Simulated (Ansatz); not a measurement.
# PdRhC4N4: the cost of one run

Computed with Ansatz 0.2.0 (DFT PBE, scalar-relativistic, plane waves, PAW, unless a step's input says otherwise).

1 further run of the same task is left out (it didn't finish).

### 1 The system as given

The structure is cubic, space group P-43m (No. 215). The conventional cell has a = 5.907 Å, b = 5.907 Å, c = 5.907 Å, α = 90.00°, β = 90.00°, γ = 90.00°. Pd (site symmetry -43m) has 4 C at 1.94 Å in its first shell of neighbours. Rh (site symmetry -43m) has 4 N at 2.01 Å in its first shell of neighbours. C (site symmetry 3m) is surrounded by 1 N at 1.17 Å and 1 Pd at 1.94 Å. Around N (site symmetry 3m) lie 1 C at 1.17 Å and 1 Rh at 2.01 Å.

Structure file:

```xyz
10
Lattice="5.9069 0.0000 0.0000 0.0000 5.9069 0.0000 0.0000 0.0000 5.9069" Properties=species:S:1:pos:R:3 pbc="T T T"
Pd    0.0000    0.0000    0.0000
Rh    2.9534    2.9534    2.9534
C     1.1189    1.1189    1.1189
C     1.1189    4.7880    4.7880
C     4.7880    1.1189    4.7880
C     4.7880    4.7880    1.1189
N     1.7944    1.7944    1.7944
N     1.7944    4.1125    4.1125
N     4.1125    1.7944    4.1125
N     4.1125    4.1125    1.7944
```

Recipe of the guess: two interpenetrating cyanide-bridged diamond nets (P-43m, No. 215). Its size is a rough estimate.

### 2 The guess as it stands, on a coarse mesh

input.yaml reads:

```yaml
crystal:
  lattice:
    - [5.9068706, 0.0, 0.0]
    - [0.0, 5.9068706, 0.0]
    - [0.0, 0.0, 5.9068706]
  atoms:
    - { symbol: Pd, position: [0.0, 0.0, 0.0] }
    - { symbol: Rh, position: [0.5, 0.5, 0.5], spin: 1.0 }
    - { symbol: C, position: [0.1894243, 0.1894243, 0.1894243] }
    - { symbol: C, position: [0.1894243, 0.8105757, 0.8105757] }
    - { symbol: C, position: [0.8105757, 0.1894243, 0.8105757] }
    - { symbol: C, position: [0.8105757, 0.8105757, 0.1894243] }
    - { symbol: "N", position: [0.30378262, 0.30378262, 0.30378262] }
    - { symbol: "N", position: [0.30378262, 0.69621738, 0.69621738] }
    - { symbol: "N", position: [0.69621738, 0.30378262, 0.69621738] }
    - { symbol: "N", position: [0.69621738, 0.69621738, 0.30378262] }
basis:
  ecutwfc: 420
kpoints:
  mp_grid: { grid: [4, 4, 4] }
hamiltonian:
  xc: pbe
scf:
  occupations: { method: gaussian, width: 0.1 }
  lower_state_search: "off"
output:
  forces: true
  stress: true
  eigenvalues: true
  populations: true
magnetization:
  spin_polarized: true
```

Launch:

```console
$ ansatz run input.yaml --threads 1 --pin off --max-ram 2560MiB --backend cpu --events-out ev --progress --plain --runs-dir out
```

What time and memory should one allow on 1 thread of AMD EPYC 7R43 (Zen 3), shared host?

About 24 s, with a peak of 0.53 GiB.
